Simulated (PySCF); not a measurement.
# A gas-phase reaction: GeH4O + ClH → ClGeH3 + H2O

What reaction energy should one expect for `[OH][GeH3]` + `Cl` → `[Cl][GeH3]` + `O`?

Computed with PySCF 2.14.0; each step states its level. No surroundings beyond the atoms listed, unless a continuum is named. Atoms count from 0, parts from 1.

### 1 Starting point

Each species was relaxed by itself at PBE0-D3(BJ)/def2-SVPD.

### 2 Reaction energy: wB97M-D3(BJ)/def2-TZVPD

The job: settings as JSON, then the geometry in Å.

```
{"job": {"kind": "react", "xc": "wB97M-D3(BJ)", "basis": "def2-TZVPD"}, "charge": 0, "multiplicity": 1}
-1 GeH4O charge 0 multiplicity 1
Ge    -0.390780     0.024700     0.005430
O      1.308830     0.555790    -0.218470
H     -0.612550    -0.399000     1.469600
H     -0.693150    -1.155120    -0.937480
H     -1.215170     1.262800    -0.355820
H      1.959970    -0.124470    -0.027250

-1 ClH charge 0 multiplicity 1
Cl     0.644630    -0.008790     0.002790
H     -0.643440     0.009910    -0.001900

+1 ClGeH3 charge 0 multiplicity 1
Ge    -0.074340    -0.020610     0.034810
Cl     1.486930     0.386870    -1.429080
H      0.366030    -1.268810     0.804940
H     -0.163580     1.214190     0.936300
H     -1.364120    -0.253360    -0.757230

+1 H2O charge 0 multiplicity 1
O     -0.004910     0.389360     0.002860
H      0.765310    -0.185030    -0.001660
H     -0.760370    -0.204300    -0.001300
```

Method: wB97M-D3(BJ)/def2-TZVPD reaction energy of separated species, gas phase.

On the command line:

```console
$ OMP_NUM_THREADS=1 python cluster_run.py task.json out
```

The driver reads the jobs from task.json and runs them one after another.

The program printed:

```text
species 1 (GeH4O)
coarse grid: 22488 points
cycle   1  E = -2154.5901836860  dE = -6.618e-01  |g| = 8.995e-01  |ddm| = 1.847e+00
cycle   2  E = -2154.5369451889  dE =  5.324e-02  |g| = 1.105e+00  |ddm| = 1.025e+00
cycle   3  E = -2154.7043285537  dE = -1.674e-01  |g| = 6.731e-02  |ddm| = 5.246e-01
cycle   4  E = -2154.7049013416  dE = -5.728e-04  |g| = 3.558e-02  |ddm| = 5.471e-02
cycle   5  E = -2154.7050528299  dE = -1.515e-04  |g| = 3.597e-03  |ddm| = 2.037e-02
cycle   6  E = -2154.7050570297  dE = -4.200e-06  |g| = 5.663e-04  |ddm| = 5.920e-03
final grid: 45736 points
cycle   7  E = -2154.7049645704  dE = -1.795e-07  |g| = 3.477e-04  |ddm| = 1.758e-03
cycle   8  E = -2154.7049645795  dE = -9.135e-09  |g| = 3.699e-04  |ddm| = 5.327e-04
cycle   9  E = -2154.7049646010  dE = -2.142e-08  |g| = 4.161e-05  |ddm| = 1.651e-04
cycle  10  E = -2154.7049646017  dE = -7.617e-10  |g| = 2.295e-05  |ddm| = 8.097e-05
converged SCF energy = -2154.7049646017

species 2 (ClH)
coarse grid: 8792 points
cycle   1  E = -460.8503333999  dE = -8.165e-02  |g| = 2.169e-01  |ddm| = 7.239e-01
cycle   2  E = -460.8625128601  dE = -1.218e-02  |g| = 1.397e-01  |ddm| = 2.651e-01
cycle   3  E = -460.8670522142  dE = -4.539e-03  |g| = 1.358e-02  |ddm| = 9.818e-02
cycle   4  E = -460.8670932973  dE = -4.108e-05  |g| = 3.364e-03  |ddm| = 9.545e-03
cycle   5  E = -460.8670995457  dE = -6.248e-06  |g| = 8.516e-04  |ddm| = 3.915e-03
final grid: 17120 points
cycle   6  E = -460.8670682491  dE = -3.715e-07  |g| = 3.676e-04  |ddm| = 8.889e-04
cycle   7  E = -460.8670682954  dE = -4.626e-08  |g| = 1.618e-04  |ddm| = 3.980e-04
cycle   8  E = -460.8670683020  dE = -6.574e-09  |g| = 4.220e-05  |ddm| = 1.295e-04
cycle   9  E = -460.8670683033  dE = -1.315e-09  |g| = 3.971e-06  |ddm| = 6.531e-05
cycle  10  E = -460.8670683033  dE = -1.137e-12  |g| = 8.164e-07  |ddm| = 3.311e-06
converged SCF energy = -460.8670683033

species 3 (ClGeH3)
coarse grid: 21152 points
cycle   1  E = -2539.0619772299  dE = -6.846e-01  |g| = 6.547e-01  |ddm| = 1.711e+00
cycle   2  E = -2539.0736865299  dE = -1.171e-02  |g| = 6.914e-01  |ddm| = 7.875e-01
cycle   3  E = -2539.1157392001  dE = -4.205e-02  |g| = 2.610e-02  |ddm| = 3.698e-01
cycle   4  E = -2539.1159538088  dE = -2.146e-04  |g| = 1.159e-02  |ddm| = 3.767e-02
cycle   5  E = -2539.1159895734  dE = -3.576e-05  |g| = 2.735e-03  |ddm| = 1.292e-02
cycle   6  E = -2539.1159922923  dE = -2.719e-06  |g| = 4.247e-04  |ddm| = 5.051e-03
final grid: 40904 points
cycle   7  E = -2539.1159516981  dE = -1.648e-07  |g| = 1.749e-04  |ddm| = 1.704e-03
cycle   8  E = -2539.1159517195  dE = -2.139e-08  |g| = 8.230e-05  |ddm| = 3.795e-04
cycle   9  E = -2539.1159517227  dE = -3.252e-09  |g| = 3.826e-05  |ddm| = 1.364e-04
cycle  10  E = -2539.1159517237  dE = -9.777e-10  |g| = 4.691e-06  |ddm| = 9.114e-05
converged SCF energy = -2539.1159517237

species 4 (H2O)
coarse grid: 10128 points
cycle   1  E = -76.4117497139  dE = -7.454e-02  |g| = 5.872e-01  |ddm| = 8.994e-01
cycle   2  E = -76.4087419590  dE =  3.008e-03  |g| = 6.461e-01  |ddm| = 5.038e-01
cycle   3  E = -76.4759334327  dE = -6.719e-02  |g| = 2.731e-02  |ddm| = 2.374e-01
cycle   4  E = -76.4760586367  dE = -1.252e-04  |g| = 5.497e-03  |ddm| = 1.609e-02
cycle   5  E = -76.4760673136  dE = -8.677e-06  |g| = 8.214e-04  |ddm| = 5.831e-03
final grid: 21952 points
cycle   6  E = -76.4760630125  dE = -1.975e-07  |g| = 5.844e-04  |ddm| = 1.373e-03
cycle   7  E = -76.4760630194  dE = -6.836e-09  |g| = 6.467e-04  |ddm| = 6.470e-04
cycle   8  E = -76.4760630830  dE = -6.366e-08  |g| = 3.199e-05  |ddm| = 2.236e-04
cycle   9  E = -76.4760630839  dE = -8.227e-10  |g| = 4.132e-06  |ddm| = 1.105e-04
converged SCF energy = -76.4760630839

Reaction energy = -12.632 kcal/mol
```

It took 15 s on 1 thread of Arm Neoverse N1, shared host; peak memory 0.5 GiB.

Species by species (with the dispersion term, which the log's SCF energies lack):

```tsv
ν	species	energy (Eh)	HOMO (eV)
-1	[OH][GeH3]	-2154.70856	-10.90
-1	Cl	-460.86761	-11.93
+1	[Cl][GeH3]	-2539.11949	-11.11
+1	O	-76.47682	-11.72
```

### 3 Reaction energy: PBE0-D3(BJ)/def2-TZVPD

Same as in step 2 but for these lines:

```diff
@@ -1,2 +1,2 @@
-{"job": {"kind": "react", "xc": "wB97M-D3(BJ)", "basis": "def2-TZVPD"}, "charge": 0, "multiplicity": 1}
+{"job": {"kind": "react", "xc": "PBE0", "basis": "def2-TZVPD", "disp": "d3bj"}, "charge": 0, "multiplicity": 1}
 -1 GeH4O charge 0 multiplicity 1
```

Level: PBE0-D3(BJ)/def2-TZVPD reaction energy of separated species, gas phase.

The program printed:

```text
species 1 (GeH4O)
coarse grid: 22488 points
cycle   1  E = -2154.1995275222  dE = -5.692e-01  |g| = 9.744e-01  |ddm| = 1.831e+00
cycle   2  E = -2153.8645121894  dE =  3.350e-01  |g| = 1.657e+00  |ddm| = 1.304e+00
cycle   3  E = -2154.3210283964  dE = -4.565e-01  |g| = 2.081e-01  |ddm| = 8.753e-01
cycle   4  E = -2154.3275714710  dE = -6.543e-03  |g| = 4.913e-02  |ddm| = 1.349e-01
cycle   5  E = -2154.3277793222  dE = -2.079e-04  |g| = 6.962e-03  |ddm| = 2.820e-02
cycle   6  E = -2154.3277901630  dE = -1.084e-05  |g| = 1.359e-03  |ddm| = 5.740e-03
cycle   7  E = -2154.3277905478  dE = -3.848e-07  |g| = 1.786e-04  |ddm| = 1.086e-03
final grid: 45736 points
cycle   8  E = -2154.3277677596  dE = -2.322e-08  |g| = 1.983e-04  |ddm| = 1.146e-03
cycle   9  E = -2154.3277677526  dE =  6.959e-09  |g| = 2.975e-04  |ddm| = 2.836e-04
cycle  10  E = -2154.3277677669  dE = -1.424e-08  |g| = 3.790e-05  |ddm| = 1.564e-04
cycle  11  E = -2154.3277677671  dE = -2.424e-10  |g| = 9.983e-06  |ddm| = 2.662e-05
converged SCF energy = -2154.3277677671

species 2 (ClH)
coarse grid: 2248 points
cycle   1  E = -460.6537840090  dE = -4.644e-02  |g| = 1.882e-01  |ddm| = 7.411e-01
cycle   2  E = -460.6558527993  dE = -2.069e-03  |g| = 1.902e-01  |ddm| = 3.151e-01
cycle   3  E = -460.6653814054  dE = -9.529e-03  |g| = 1.506e-02  |ddm| = 1.513e-01
cycle   4  E = -460.6654034624  dE = -2.206e-05  |g| = 2.693e-03  |ddm| = 7.323e-03
cycle   5  E = -460.6654050103  dE = -1.548e-06  |g| = 1.111e-03  |ddm| = 2.553e-03
final grid: 17120 points
cycle   6  E = -460.6658903599  dE = -4.429e-06  |g| = 2.164e-03  |ddm| = 7.336e-03
cycle   7  E = -460.6658903893  dE = -2.947e-08  |g| = 1.795e-03  |ddm| = 2.512e-03
cycle   8  E = -460.6658910071  dE = -6.178e-07  |g| = 1.533e-04  |ddm| = 1.363e-03
cycle   9  E = -460.6658910140  dE = -6.904e-09  |g| = 2.147e-05  |ddm| = 1.086e-04
cycle  10  E = -460.6658910141  dE = -9.612e-11  |g| = 4.934e-06  |ddm| = 1.681e-05
converged SCF energy = -460.6658910141

species 3 (ClGeH3)
coarse grid: 21152 points
cycle   1  E = -2538.5867224157  dE = -6.330e-01  |g| = 6.828e-01  |ddm| = 1.691e+00
cycle   2  E = -2538.5564854794  dE =  3.024e-02  |g| = 8.557e-01  |ddm| = 8.965e-01
cycle   3  E = -2538.6341015140  dE = -7.762e-02  |g| = 3.245e-02  |ddm| = 5.131e-01
cycle   4  E = -2538.6342460204  dE = -1.445e-04  |g| = 1.449e-02  |ddm| = 3.066e-02
cycle   5  E = -2538.6343027714  dE = -5.675e-05  |g| = 2.015e-03  |ddm| = 1.333e-02
cycle   6  E = -2538.6343039266  dE = -1.155e-06  |g| = 3.925e-04  |ddm| = 2.047e-03
final grid: 40904 points
cycle   7  E = -2538.6343344953  dE = -2.291e-08  |g| = 4.233e-04  |ddm| = 1.432e-03
cycle   8  E = -2538.6343344978  dE = -2.422e-09  |g| = 4.161e-04  |ddm| = 6.849e-04
cycle   9  E = -2538.6343345332  dE = -3.549e-08  |g| = 1.851e-05  |ddm| = 3.442e-04
cycle  10  E = -2538.6343345333  dE = -4.275e-11  |g| = 2.263e-06  |ddm| = 1.315e-05
converged SCF energy = -2538.6343345333

species 4 (H2O)
coarse grid: 2328 points
cycle   1  E = -76.3044277810  dE = -5.306e-03  |g| = 6.571e-01  |ddm| = 9.011e-01
cycle   2  E = -76.1882051005  dE =  1.162e-01  |g| = 1.036e+00  |ddm| = 7.256e-01
cycle   3  E = -76.3820278740  dE = -1.938e-01  |g| = 3.132e-02  |ddm| = 4.396e-01
cycle   4  E = -76.3822101836  dE = -1.823e-04  |g| = 5.864e-03  |ddm| = 1.606e-02
cycle   5  E = -76.3822153228  dE = -5.139e-06  |g| = 7.850e-04  |ddm| = 2.507e-03
final grid: 21952 points
cycle   6  E = -76.3808944143  dE = -1.510e-05  |g| = 3.448e-03  |ddm| = 9.279e-03
cycle   7  E = -76.3808924489  dE =  1.965e-06  |g| = 4.752e-03  |ddm| = 3.319e-03
cycle   8  E = -76.3808961643  dE = -3.715e-06  |g| = 2.517e-04  |ddm| = 1.964e-03
cycle   9  E = -76.3808961749  dE = -1.061e-08  |g| = 2.395e-05  |ddm| = 1.100e-04
cycle  10  E = -76.3808961750  dE = -1.116e-10  |g| = 3.294e-06  |ddm| = 1.512e-05
converged SCF energy = -76.3808961750

Reaction energy = -13.786 kcal/mol
```

Wall time 8.6 s (1 thread of Arm Neoverse N1, shared host); peak memory 0.5 GiB.

Reaction energy at this level: -13.79 kcal/mol.

### 4 Energies of the species: MP2/def2-TZVPD

Same as in step 3 but for these lines:

```diff
@@ -1,2 +1,2 @@
-{"job": {"kind": "react", "xc": "PBE0", "basis": "def2-TZVPD", "disp": "d3bj"}, "charge": 0, "multiplicity": 1}
+{"job": {"kind": "react", "xc": "MP2", "basis": "def2-TZVPD"}, "charge": 0, "multiplicity": 1}
 -1 GeH4O charge 0 multiplicity 1
```

Level: MP2/def2-TZVPD reaction energy of separated species, gas phase.

The program printed:

```text
species 1 (GeH4O)
final grid: 45736 points
cycle   1  E = -2152.5333487965  dE = -7.953e-01  |g| = 6.170e-01  |ddm| = 1.824e+00
cycle   2  E = -2152.5765305551  dE = -4.318e-02  |g| = 4.549e-01  |ddm| = 5.614e-01
cycle   3  E = -2152.6048191449  dE = -2.829e-02  |g| = 3.627e-02  |ddm| = 2.290e-01
cycle   4  E = -2152.6053347145  dE = -5.156e-04  |g| = 8.673e-03  |ddm| = 4.863e-02
cycle   5  E = -2152.6053578168  dE = -2.310e-05  |g| = 3.515e-03  |ddm| = 1.171e-02
cycle   6  E = -2152.6053598261  dE = -2.009e-06  |g| = 6.880e-04  |ddm| = 3.390e-03
cycle   7  E = -2152.6053600183  dE = -1.922e-07  |g| = 1.565e-04  |ddm| = 1.481e-03
cycle   8  E = -2152.6053600353  dE = -1.700e-08  |g| = 3.696e-05  |ddm| = 3.114e-04
cycle   9  E = -2152.6053600362  dE = -8.699e-10  |g| = 6.830e-06  |ddm| = 6.986e-05
converged SCF energy = -2152.6053600362

species 2 (ClH)
final grid: 17120 points
cycle   1  E = -460.0817352587  dE = -1.008e-01  |g| = 2.132e-01  |ddm| = 7.101e-01
cycle   2  E = -460.0969052453  dE = -1.517e-02  |g| = 8.401e-02  |ddm| = 2.053e-01
cycle   3  E = -460.0986386044  dE = -1.733e-03  |g| = 1.826e-02  |ddm| = 5.472e-02
cycle   4  E = -460.0988471698  dE = -2.086e-04  |g| = 6.315e-03  |ddm| = 1.638e-02
cycle   5  E = -460.0988771693  dE = -3.000e-05  |g| = 1.289e-03  |ddm| = 7.398e-03
cycle   6  E = -460.0988783854  dE = -1.216e-06  |g| = 2.807e-04  |ddm| = 1.659e-03
cycle   7  E = -460.0988784386  dE = -5.326e-08  |g| = 4.150e-05  |ddm| = 4.895e-04
cycle   8  E = -460.0988784394  dE = -7.351e-10  |g| = 7.806e-06  |ddm| = 6.177e-05
converged SCF energy = -460.0988784394

species 3 (ClGeH3)
final grid: 40904 points
cycle   1  E = -2536.6194937259  dE = -7.531e-01  |g| = 4.319e-01  |ddm| = 1.689e+00
cycle   2  E = -2536.6539264676  dE = -3.443e-02  |g| = 3.027e-01  |ddm| = 4.590e-01
cycle   3  E = -2536.6631430937  dE = -9.217e-03  |g| = 3.191e-02  |ddm| = 1.918e-01
cycle   4  E = -2536.6635973432  dE = -4.542e-04  |g| = 1.184e-02  |ddm| = 5.234e-02
cycle   5  E = -2536.6636458392  dE = -4.850e-05  |g| = 2.648e-03  |ddm| = 1.515e-02
cycle   6  E = -2536.6636491938  dE = -3.355e-06  |g| = 7.635e-04  |ddm| = 4.605e-03
cycle   7  E = -2536.6636497150  dE = -5.212e-07  |g| = 2.042e-04  |ddm| = 1.574e-03
cycle   8  E = -2536.6636497548  dE = -3.987e-08  |g| = 3.345e-05  |ddm| = 4.839e-04
cycle   9  E = -2536.6636497556  dE = -7.876e-10  |g| = 8.196e-06  |ddm| = 9.927e-05
converged SCF energy = -2536.6636497556

species 4 (H2O)
final grid: 21952 points
cycle   1  E = -76.0248941213  dE = -1.467e-01  |g| = 4.364e-01  |ddm| = 8.776e-01
cycle   2  E = -76.0503802238  dE = -2.549e-02  |g| = 2.594e-01  |ddm| = 2.972e-01
cycle   3  E = -76.0608893965  dE = -1.051e-02  |g| = 2.594e-02  |ddm| = 1.025e-01
cycle   4  E = -76.0610467575  dE = -1.574e-04  |g| = 5.694e-03  |ddm| = 1.523e-02
cycle   5  E = -76.0610611256  dE = -1.437e-05  |g| = 1.176e-03  |ddm| = 5.302e-03
cycle   6  E = -76.0610620154  dE = -8.898e-07  |g| = 2.235e-04  |ddm| = 1.658e-03
cycle   7  E = -76.0610620521  dE = -3.670e-08  |g| = 3.304e-05  |ddm| = 3.733e-04
cycle   8  E = -76.0610620528  dE = -6.656e-10  |g| = 4.159e-06  |ddm| = 3.886e-05
converged SCF energy = -76.0610620528

Reaction energy = -12.174 kcal/mol
```

Wall time 4.3 s (1 thread of Arm Neoverse N1, shared host); peak memory 0.53 GiB.

Reaction energy at this level: -12.17 kcal/mol.

### 5 Side by side

Energies in kcal/mol, with wall time:

```tsv
run	reaction	time
wB97M-D3(BJ)/def2-TZVPD	-12.63	15 s
PBE0-D3(BJ)/def2-TZVPD	-13.79	8.6 s
MP2/def2-TZVPD	-12.17	4.3 s
```

### 6 What came out

| quantity | value |
| --- | --- |
| reaction energy (wB97M-D3(BJ)/def2-TZVPD) | -12.63 kcal/mol |
| ΔH, ΔG at 298 K (xTB thermal terms) | -10.7, -10.5 kcal/mol |
| range of the reaction energy over the runs of this table | -13.79 to -12.17 kcal/mol |

In words: The reaction is exothermic by 10.7 kcal/mol in the gas phase; dispersion gives -0.09, and xTB itself gave -12.06 for the electronic energy (xTB energies and thermal terms come from the earlier relaxation of each species, not shown). No barrier was sought. The reaction energy runs from -13.79 (PBE0-D3(BJ)/def2-TZVPD) to -12.17 kcal/mol (MP2/def2-TZVPD).
